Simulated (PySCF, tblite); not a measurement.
# C₅H₆N₂SSi: geometry, infrared bands and NMR shifts

Aim: predict the infrared bands and NMR shifts of C₅H₆N₂SSi (`c1cnc2c(c1)N[SiH2]S2`).

Computed with tblite 0.8.0 and PySCF 2.14.0, with density-fitted response routines of our own, on a single molecule in the gas phase. Atoms are numbered from 0 throughout.

**1. The starting structure**

15 atoms, charge 0, multiplicity 1; geometry from: force field or distance geometry start.

Bonds of the start (Å): C0–C1 1.39, C1–N2 1.37, N2–C3 1.35, C3–C4 1.40, C4–C5 1.39, C4–N6 1.41, N6–Si7 1.69, Si7–S8 2.16, C5–C0 1.38, S8–C3 1.81, C0–H9 1.10, C1–H10 1.09, C5–H11 1.08, N6–H12 1.01, Si7–H13 1.48, Si7–H14 1.47.

**2. Optimising the geometry with GFN2-xTB**

The job: settings as JSON, then the geometry in Å.

```
{"job": {"kind": "relax", "xc": "GFN2-xTB", "basis": "xTB"}, "charge": 0, "multiplicity": 1}
C     -2.279600     0.301200     0.181300
C     -2.252700    -1.077000     0.033200
N     -1.103800    -1.803400    -0.100800
C      0.027100    -1.075400    -0.118900
C      0.092500     0.318900     0.030900
C     -1.096600     1.019800     0.169600
N      1.367200     0.911900    -0.008000
Si     2.727200    -0.078400    -0.188800
S      1.613400    -1.925400    -0.298300
H     -3.243400     0.812500     0.300800
H     -3.166600    -1.668700     0.045300
H     -1.102400     2.096300     0.280700
H      1.450800     1.909800     0.098300
H      3.401300     0.250700    -1.468600
H      3.561200     0.015200     1.021200
```

Run with:

```console
OMP_NUM_THREADS=1 python probes_run.py task.json out
```

One launch serves the whole session: the jobs run in the order shown.

**Question.** This job is followed by: GFN2-xTB harmonic vibrations, gas phase; GIAO PBE0/pcSseg-1 NMR shielding, non-relativistic, gas phase. What will the session give for the following? strongest single infrared mode (GFN2-xTB); zero-point energy (GFN2-xTB); 13C shifts against TMS (PBE0/pcSseg-1); 1H shifts against TMS (PBE0/pcSseg-1, means over atoms taken as alike); 15N shifts against NH3 (PBE0/pcSseg-1); 29Si shifts against TMS (PBE0/pcSseg-1); 33S shifts against CS2 (PBE0/pcSseg-1).

As calculated:

| quantity | value |
| --- | --- |
| strongest single infrared mode (GFN2-xTB) | 2282 cm⁻¹, 346 km/mol |
| zero-point energy (GFN2-xTB) | 62.6 kcal/mol |
| 13C shifts against TMS (PBE0/pcSseg-1) | 155.7, 145.1, 143.6, 123.7, 121.4 ppm |
| 1H shifts against TMS (PBE0/pcSseg-1, means over atoms taken as alike) | 8.04, 6.90, 6.90, 6.19, 2.85 ppm |
| 15N shifts against NH3 (PBE0/pcSseg-1) | 344.2, 67.9 ppm |
| 29Si shifts against TMS (PBE0/pcSseg-1) | -15.7 ppm |
| 33S shifts against CS2 (PBE0/pcSseg-1) | -97 ppm |

**Reading.** Relaxing lowered the energy by 0.182 eV in 24 steps; the close pair that moved most is C3–S8, from 1.809 to 1.760 Å. No mode is imaginary among the 39: a minimum at this level. The strongest single mode, at 2282 cm⁻¹, moves mainly H13 and H14. Unscaled tight-binding wavenumbers are off by several per cent, some by more. Its intensities can rank the bands wrongly. At PBE0/pcSseg-1: The largest span, 649 ppm, is at N2, where the paramagnetic term is -407 ppm. NICS(1)zz of -24 ppm above the planar ring from C0 marks a diatropic (aromatic) ring current.
